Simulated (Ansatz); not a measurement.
# ClF3H4OSiTi: the cost of one run

All numbers below are computed with Ansatz 0.2.0 (RHF/def2-SVP).

### 1 The system as given

Bond lengths: Ti1–O2 2.270 Å, O2–Si3 1.680 Å, Si3–H4 1.460 Å, Si3–H5 1.460 Å, Si3–H6 1.460 Å, Ti1–F7 1.830 Å, Ti1–F8 1.829 Å, Ti1–F9 1.829 Å, Ti1–Cl10 2.670 Å. Angles (14 of 17 angles, heavy atoms first): Ti1–O2–Si3 125.0°, O2–Ti1–F7 109.4°, O2–Ti1–F8 109.5°, O2–Ti1–F9 109.5°, O2–Ti1–Cl10 71.6°, F7–Ti1–F8 109.5°, F7–Ti1–F9 109.5°, F7–Ti1–Cl10 67.2°, F8–Ti1–F9 109.5°, F8–Ti1–Cl10 176.6°, F9–Ti1–Cl10 72.8°, O2–Si3–H4 109.5°, O2–Si3–H5 109.5°, O2–Si3–H6 109.5°.

Coordinates:

```xyz
11

Ti    0.0000    0.0000    0.0000
O     0.0000    0.0000    2.2700
Si   -1.3147   -0.4067    3.2336
H    -2.2390   -1.2403    2.4704
H    -0.8506   -1.1432    4.4057
H    -1.9987    0.8095    3.6633
F     1.7257    0.0000   -0.6094
F    -0.8619    1.4933   -0.6094
F    -0.8619   -1.4933   -0.6094
Cl    1.3935   -2.1162    0.8419
H     0.7257   -1.1020    2.0419
```

### 2 Pulling towards end A

Springs on the bonds that form and break draw the guess towards this end; the thresholds are loose.

File input.yaml:

```yaml
crystal:
  periodic: [false, false, false]
  atoms:
    - { symbol: Ti, position_ang: [0.0, 0.0, 0.0] }
    - { symbol: O, position_ang: [0.0, 0.0, 2.27] }
    - { symbol: Si, position_ang: [-1.3147, -0.4067, 3.2336] }
    - { symbol: H, position_ang: [-2.239, -1.2403, 2.4704] }
    - { symbol: H, position_ang: [-0.8506, -1.1432, 4.4057] }
    - { symbol: H, position_ang: [-1.9987, 0.8095, 3.6633] }
    - { symbol: F, position_ang: [1.7257, 0.0, -0.6094] }
    - { symbol: F, position_ang: [-0.8619, 1.4933, -0.6094] }
    - { symbol: F, position_ang: [-0.8619, -1.4933, -0.6094] }
    - { symbol: Cl, position_ang: [1.3935, -2.1162, 0.8419] }
    - { symbol: H, position_ang: [0.7257, -1.102, 2.0419] }
basis:
  gaussian: { orbitals: def2-SVP }
hamiltonian:
  xc: hf
relax:
  f_tol: 0.15
  max_steps: 25
  restrain:
    - { distance: [0, 9], at: 3.57, k: 30.0 }
    - { distance: [10, 1], at: 2.21, k: 30.0 }
    - { distance: [0, 1], at: 1.92, k: 30.0 }
    - { distance: [10, 9], at: 1.37, k: 30.0 }
output:
  orbitals: {}
```

Command:

```bash
ansatz run input.yaml --threads 4 --pin off --max-ram 5120MiB --backend cpu --events-out ev --progress --plain --runs-dir out
```

What time and memory should one allow on 4 threads of Intel Xeon 6975P-C (Granite Rapids), shared host?

About 26 s, with a peak of 0.47 GiB.
